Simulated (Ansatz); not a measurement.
# TlCuF3: the cost of one run

Program: Ansatz 0.2.0. Level of theory: DFT LDA+U (U_eff = 5 eV on Cu d), plane waves, PAW, no spin–orbit coupling unless a run says so. These are calculated values, not measurements.

**1. The starting structure**

Symmetry: P4/mmm, No. 123, tetragonal system. The conventional cell has a = 4.091 Å, b = 4.091 Å, c = 4.076 Å, α = 90.00°, β = 90.00°, γ = 90.00°. Cu (site symmetry 4/mmm) has 6 F at 2.04 to 2.05 Å as nearest neighbours. Around F (site symmetry 4/mmm) lie 2 Cu at 2.04 Å and 4 Tl at 2.89 Å. Around F (site symmetry mmm) lie 2 Cu at 2.05 Å and 4 Tl at 2.89 Å. Tl (site symmetry 4/mmm) is surrounded by 12 F at 2.89 Å.

Structure file:

```xyz
5
Lattice="4.0905 0.0000 0.0000 0.0000 4.0905 0.0000 0.0000 0.0000 4.0763" Properties=species:S:1:pos:R:3 pbc="T T T"
Cu    0.0000    0.0000    0.0000
F     0.0000    0.0000    2.0382
F     2.0453    0.0000    0.0000
F     0.0000    2.0453    0.0000
Tl    2.0453    2.0453    2.0382
```

**2. Ferromagnetic start, free, symmetry kept, no search**

File input.yaml:

```yaml
crystal:
  lattice:
    - [4.09051747, 0.0, 0.0]
    - [0.0, 4.09051747, 0.0]
    - [0.0, 0.0, 4.0763293]
  atoms:
    - { symbol: Cu, position: [0.0, 0.0, 0.0], spin: 1.0 }
    - { symbol: F, position: [0.0, 0.0, 0.5] }
    - { symbol: F, position: [0.5, 0.0, 0.0] }
    - { symbol: F, position: [0.0, 0.5, 0.0] }
    - { symbol: Tl, position: [0.5, 0.5, 0.5] }
basis:
  ecutwfc: 420
  ecutrho_ratio: 4
kpoints:
  mp_grid: { grid: [5, 5, 5] }
hamiltonian:
  xc: lda
  hubbard: { sites: [{ site: 0, l: d, u_eff: 5.0 }] }
scf:
  occupations: { method: gaussian, width: 0.05 }
  lower_state_search: "off"
  max_iter: 150
output:
  forces: true
  stress: true
  eigenvalues: true
  populations: true
  hubbard: { sites: [{ site: 0, l: d }] }
magnetization:
  spin_polarized: true
```

Started as:

```
$ ansatz run input.yaml --threads 4 --pin off --max-ram 6144MiB --backend cpu --events-out ev --progress --plain --runs-dir out
```

What time and memory should one allow on 4 threads of Arm Neoverse V1, shared host?

About 3.8 s, with a peak of 0.44 GiB.
